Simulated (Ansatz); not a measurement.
# SbS in Ansatz: reference runs

Reference runs on SbS: the cell as given.

Everything below comes from runs of Ansatz 0.2.0. Logs are shortened: lines on timing, memory, paths and dates and some standing lists are left out, and cuts for length are marked.

## (1) The sheet as given

The cell holds a sheet with vacuum, 2 atoms: a = 3.820 Å, b = 3.820 Å, c = 23.800 Å, α = 90.00°, β = 90.00°, γ = 90.00°.

The cell was built by a generator and needn't be a form met in nature.

## (2) Single point, PBE

input.yaml reads:

```yaml
crystal:
  lattice:
    - [3.82048, 0.0, 0.0]
    - [0.0, 3.82048, 0.0]
    - [0.0, 0.0, 23.8]
  atoms:
    - { symbol: Sb, position: [0.0, 0.0, 0.29412] }
    - { symbol: S, position: [0.5, 0.5, 0.29412] }
kpoints:
  mp_grid: { grid: [7, 7, 1] }
scf:
  occupations: { method: fermi_dirac, width: 0.05 }
hamiltonian:
  xc: pbe
  pseudopotentials: { kind: all_electron, lapw: { basis_error: 0.001 } }
output:
  forces: true
  stress: true
  eigenvalues: true
  populations: true
```

Potentials or basis: all-electron LAPW, scalar-relativistic.

Launch:

```console
$ ansatz run input.yaml --threads 4 --pin off --max-ram 12288MiB --backend cpu --events-out ev --progress --plain --runs-dir out
```

Log:

```text
Warning: RAYON_NUM_THREADS=4 ignored (pool sized by the plan → 4); use --threads N
Sb: projections on atomic orbitals take those of the free atom 1s2 2s2 2p6 3s2 3p6 3d10 4s2 4p6 4d10 5s2 5p3, of charge +0.00 (hamiltonian.pseudopotentials.projection_atoms)
S: projections on atomic orbitals take those of the free atom 1s2 2s2 2p6 3s2 3p4, of charge +0.00 (hamiltonian.pseudopotentials.projection_atoms)
LAPW: plane waves up to 7.404 Å⁻¹, error target 1.0e-3 eV per atom; small_component_spin mean_spin; S in spheres of 1.194 Å, 14 of its electrons in bands, Dirac shells []; Sb in spheres of 1.508 Å, 23 of its electrons in bands, Dirac shells [] (how accurate: hamiltonian.pseudopotentials.lapw.basis_error, Limitations)
Engine: ansatz 0.2.0, aarch64-unknown-linux-gnu
Pseudopotentials: kind: all_electron
Pseudopotential: Sb, LAPW, valence charge 23, lapw/all_electron/scalar/gaussian/Sb, Koelling and Harmon's equation, gaussian nucleus
Pseudopotential: S, LAPW, valence charge 14, lapw/all_electron/scalar/gaussian/S, Koelling and Harmon's equation, gaussian nucleus
Functional definition: PBE
  parameter kappa = 0.804
  parameter beta = 0.06672455060314922
  exchange = pbe_x(kappa = kappa, mu = beta*pi^2/3)
  correlation = pbe_c(beta = beta)
Crystal: 2 atoms, lattice volume = 347.386 Å³
Basis set: ecut = 208.8368284984279 eV, 2413 PW (Γ), exchange–correlation at level 2
Bands: 23, of which v1, the nominal top of the filled ones, is band 19 counted from 1 (18 counted from 0)
Symmetry: 16 space group operations
Space group: P4/mmm (ITA 123), of the structure as read, at distance tolerance 7.0e-5 Å
k-points: 10 of 49
Non-local potential: Sb, projectors of the file, none
Non-local potential: S, projectors of the file, none
Initial density: superposition of atomic densities (neutral atoms: chi_scale 0, normalization atom)
Initial wavefunctions: plane waves of lowest kinetic energy (no species holds an atomic orbital)
Functional: x = pbe(κ = 0.804, μ = 0.2195149727645171), c = pbe(β = 0.06672455060314922)
iter 1 solved again at ethr=2.37e-3 eV; its pass at ethr=1.00e-1 eV (dr2=8.77e-1 eV) is discarded
SCF iter   1: F=—  HF=-187230.621481 eV  |F-HF|=—  |Δ(HF+E_count)|=         —  Δρ=1.07e-2  dr2=8.72e-1  ethr=2.37e-3  ⟨swp⟩=4.2  Hψ=1548  notcnv=0
preconditioner: auto → LDOS  [metal: Δε(μ)=0.077 eV  Ē_g=9.734 eV  σ=0.050 eV  W_gap=0.34  n_scr=42 (ndim 8)  ℏωp=6.5 eV  f_vac=0.804  D(μ)=2.62/eV (n_scr^D=8)  β→1.0]
iter 2 solved again at ethr=1.94e-4 eV; its pass at ethr=2.36e-3 eV (dr2=7.18e-2 eV) is discarded
SCF iter   2: F=—  HF=-187230.391029 eV  |F-HF|=—  |Δ(HF+E_count)|=   2.30e-1  Δρ=4.47e-3  dr2=7.14e-2  ethr=1.94e-4  ⟨swp⟩=2.5  Hψ=1235  notcnv=0
SCF iter   3: F=—  HF=-187230.376555 eV  |F-HF|=—  |Δ(HF+E_count)|=   1.45e-2  Δρ=2.25e-3  dr2=4.48e-2  ethr=1.93e-4  ⟨swp⟩=2.7  Hψ=731  notcnv=0
SCF iter   4: F=—  HF=-187230.365550 eV  |F-HF|=—  |Δ(HF+E_count)|=         —  Δρ=6.67e-4  dr2=3.69e-3  ethr=1.21e-4  ⟨swp⟩=2.7  Hψ=735  notcnv=0
the basis was enlarged: its passes take 646.3 KiB over the memory plan, 4 of 4 planned eigensolver slots
SCF iter   5: F=—  HF=-187230.362229 eV  |F-HF|=—  |Δ(HF+E_count)|=   3.32e-3  Δρ=1.88e-4  dr2=1.65e-4  ethr=9.98e-6  ⟨swp⟩=2.7  Hψ=692  notcnv=0
SCF iter   6: F=—  HF=-187230.362398 eV  |F-HF|=—  |Δ(HF+E_count)|=   1.69e-4  Δρ=6.94e-5  dr2=2.94e-5  ethr=4.46e-7  ⟨swp⟩=3.0  Hψ=719  notcnv=0
SCF iter   7: F=—  HF=-187230.362417 eV  |F-HF|=—  |Δ(HF+E_count)|=   1.89e-5  Δρ=1.51e-5  dr2=1.76e-6  ethr=7.96e-8  ⟨swp⟩=3.0  Hψ=721  notcnv=0
iter 8 met the thresholds in force, and the SCF goes on: an eigenvalue changes by 10.28 meV, over its tolerance of 10.00 meV (output.eigenvalues, Limitations)
SCF iter   8: F=-187230.362418 eV  HF=-187230.362418 eV  |F-HF|=4.09e-8  |Δ(HF+E_count)|=   8.09e-7  Δρ=2.51e-6  dr2=7.34e-8  ethr=4.77e-9  ⟨swp⟩=3.0  Hψ=705  notcnv=0
SCF iter   9: F=-187230.362418 eV  HF=-187230.362418 eV  |F-HF|=3.28e-8  |Δ(HF+E_count)|=   8.25e-8  Δρ=7.96e-7  dr2=1.57e-8  ethr=1.98e-10  ⟨swp⟩=3.0  Hψ=713  notcnv=0
SCF 1 converged in 9 iterations: F = -187230.362418 eV  dr2 = 1.57e-8
SCF converged after 9 iterations
an eigenvalue changed by more than its tolerance at an iteration that met the thresholds in force, so the SCF went on 1 time: the last check found none over its tolerance
Free energy (F): -187230.362418 eV
Harris-Foulkes:  -187230.362418 eV  (|F-HF|=3.28e-8)
Internal energy: -187230.346476 eV  (E = F + TS)
E sigma→0 (E₀):  -187230.354447 eV
Entropy (-TS):   -0.015941 eV (-7.971 meV/atom)
Fermi energy:    -2.455139 eV
--- Per-component energies (eV) ---
  E_band       = -2648.197906
  E_kinetic    = 196780.875596
  E_xc         = -5339.983990
  E_electrostatic = -378671.238083  (all electrons and nuclei)
  E_smearing   = -0.015941  (= −TS)
  E_closure    = 0.000000  (closes the sum)
  E_atoms      = -187222.646922  (free atoms, spherical and without spin; not in F)
  Σ components = -187230.362418   (vs F -187230.362418, Δ=0.00e0)
  Basis errors (estimates in eV, not in F): energy 5.1e-4 per atom: plane waves 4.7e-4 (2.9e-4 summed), levels above the bands 8.2e-43, relativity 9.2e-8, radial functions 4.1e-5, core shells 1.6e-9; eigenvalues (radial functions only) 2.9e-6; not estimated: angular momenta, meshes, grids; target (lapw.basis_error) 1.0e-3; muffin-tin radii S 1.194 Å, Sb 1.508 Å
--- Forces (eV/Å), atoms counted from 1 ---
  atom   1  Sb    -0.00000000     0.00000000     0.00000000
  atom   2  S      0.00000000    -0.00000000     0.00000000
  max |Σ_I F_I| component: 1.97e-31 eV/Å
--- Stress (GPa, compression-positive) ---
        0.014737       0.000000       0.000000
        0.000000       0.014737       0.000000
        0.000000       0.000000      -0.000344
  P = ⅓ Tr σ = 0.0097 GPa (0.097 kbar)
--- Band table (eV; the first three rows and the last of 10) ---
  k-point 0: bands = ["-208.7511", "-153.5615", "-153.5615", "-153.4762", "-147.2282", "-100.2540", "-100.2540", "-100.0861", "-32.1113", "-32.0952", "-31.9407", "-31.9407", "-31.9117", "-16.9523", "-9.2368", "-6.6977", "-6.6977", "-6.5037", "-1.0826", "0.8853", "1.0392", "2.0160", "2.2759"]
  k-point 1: bands = ["-208.7511", "-153.5615", "-153.5615", "-153.4762", "-147.2282", "-100.2541", "-100.2540", "-100.0861", "-32.1088", "-32.0967", "-31.9416", "-31.9406", "-31.9102", "-16.8054", "-10.1199", "-6.5054", "-6.3341", "-5.9376", "-1.4163", "0.9127", "1.0984", "1.2040", "2.1943"]
  k-point 2: bands = ["-208.7511", "-153.5615", "-153.5615", "-153.4762", "-147.2282", "-100.2541", "-100.2540", "-100.0861", "-32.1031", "-32.1000", "-31.9436", "-31.9404", "-31.9066", "-16.4058", "-11.5274", "-5.9720", "-5.8541", "-4.7188", "-2.2843", "-0.6041", "-0.4267", "1.7120", "2.7478"]
  k-point 9: bands = ["-208.7511", "-153.5615", "-153.5615", "-153.4762", "-147.2282", "-100.2541", "-100.2541", "-100.0861", "-32.1140", "-32.0847", "-31.9446", "-31.9446", "-31.8977", "-15.2810", "-11.3270", "-8.8794", "-8.2985", "-4.7265", "-2.4436", "2.3603", "2.6258", "2.6813", "3.1985"]
--- Löwdin populations: 2 sites ---
  site symbol       q [e]
     0     Sb     50.5656
     1      S     16.3359
  spilling = 0.001469 (of n_electrons = 67.000000)
```

Wall time 5.5 s (4 threads of Arm Neoverse V1, shared host); peak memory 0.52 GiB.

What came out:

| Property | Result |
| --- | --- |
| Free energy | -187230.3624 eV |
| Band gap on the k mesh | none (metal or under the smearing width) |
| Loewdin charges | Sb +0.43; S -0.34 e |
| Work function | 4.65 eV |

Levels at points of the mesh, in eV from the Fermi level:
| k point | band 14 | band 15 | band 16 | band 17 | band 18 | band 19 | band 20 | band 21 | band 22 | band 23 |
| --- | --- | --- | --- | --- | --- | --- | --- | --- | --- | --- |
| (0.00, 0.00, 0.00) | -14.50 | -6.78 | -4.24 | -4.24 | -4.05 | 1.37 | 3.34 | 3.49 | 4.47 | 4.73 |

The run has no spin-orbit coupling, so splittings on Sb are missing.
